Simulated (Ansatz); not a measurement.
# Sr13CaY6Cu4: the cost of one run

All numbers below are computed with Ansatz 0.2.0 (DFT PBE, scalar-relativistic, plane waves, PAW).

**1. The starting structure**

The cell holds 24 atoms (CaCu4Sr13Y6): a = 10.213 Å, b = 10.224 Å, c = 10.223 Å, α = 87.64°, β = 88.62°, γ = 90.25°.

It is the last frame of an earlier stage of the same melt, run at 1350 K.

Its coordinates follow in the input file.

**2. Langevin stage at 750 K**

One k point, a Fermi-Dirac width of 0.065 eV and a fixed cell.

File input.yaml:

```yaml
crystal:
  lattice:
    - [10.212349, -0.023277, 0.123386]
    - [-0.023277, 10.221494, 0.210823]
    - [0.123386, 0.210823, 10.219843]
  atoms:
    - { symbol: Sr, position: [0.5677690141, 0.6036974417, 0.7959186756] }
    - { symbol: Sr, position: [0.9115247534, 0.2220952595, 0.4181486276] }
    - { symbol: Sr, position: [0.7312058253, 0.7008955756, 0.4674814455] }
    - { symbol: Sr, position: [0.4320010069, 0.7728546909, 0.1917932901] }
    - { symbol: Sr, position: [0.0554735608, 0.8944029181, 0.3632770278] }
    - { symbol: Sr, position: [0.0017983745, 0.0926398047, 0.0406816907] }
    - { symbol: Sr, position: [0.9558632503, 0.5118707586, 0.7078785541] }
    - { symbol: Sr, position: [0.4467409228, 0.0660154017, 0.8462849672] }
    - { symbol: Sr, position: [0.3384491987, 0.8111644995, 0.5590255828] }
    - { symbol: Sr, position: [0.8461120106, 0.5509634641, 0.0938267358] }
    - { symbol: Sr, position: [0.4953224892, 0.3202086708, 0.1494387054] }
    - { symbol: Sr, position: [0.8074200018, 0.9317681919, 0.7278935462] }
    - { symbol: Sr, position: [0.1619155223, 0.5015391722, 0.3284907903] }
    - { symbol: "Y", position: [0.6955538381, 0.9811501877, 0.1605458326] }
    - { symbol: "Y", position: [0.2974054536, 0.4021812488, 0.6578220596] }
    - { symbol: "Y", position: [0.1530316223, 0.0917006596, 0.6634308886] }
    - { symbol: "Y", position: [0.1859751868, 0.7635035035, 0.8967144743] }
    - { symbol: "Y", position: [0.7456159055, 0.2497048715, 0.8133442938] }
    - { symbol: "Y", position: [0.5642650603, 0.1317589534, 0.4837853723] }
    - { symbol: Cu, position: [0.4314581946, 0.4376464202, 0.4058092325] }
    - { symbol: Cu, position: [0.3076304159, 0.1653121669, 0.4350409946] }
    - { symbol: Cu, position: [0.6284279141, 0.3737687546, 0.5281015321] }
    - { symbol: Cu, position: [0.2719155282, 0.1045149802, 0.1268557211] }
    - { symbol: Ca, position: [0.1648133247, 0.3462484494, 0.9789022392] }
  symmetry: { detect: false }
basis:
  ecutwfc: 420
  xc_grid: 1
kpoints:
  mp_grid: { grid: [1, 1, 1], shift: [0.25, 0.25, 0.25] }
hamiltonian:
  xc: pbe
scf:
  occupations: { method: fermi_dirac, width: 0.0646 }
  lower_state_search: "off"
  convergence: { dr2_threshold: 1.0e-05 }
output:
  forces: true
  stress: true
md:
  timestep: 3.0
  n_steps: 27
  ensemble: nvt_langevin
  friction: 0.03
  temperature: 750.0
  initial_velocities: maxwell_boltzmann
  seed: 36113
```

Launch:

```bash
ansatz run input.yaml --threads 2 --pin off --max-ram 5120MiB --backend cpu --events-out ev --progress --plain --runs-dir out
```

Q: Estimate wall time and peak memory on 2 threads of Arm Neoverse V1, shared host.

About 5.4 min, with a peak of 1.4 GiB.
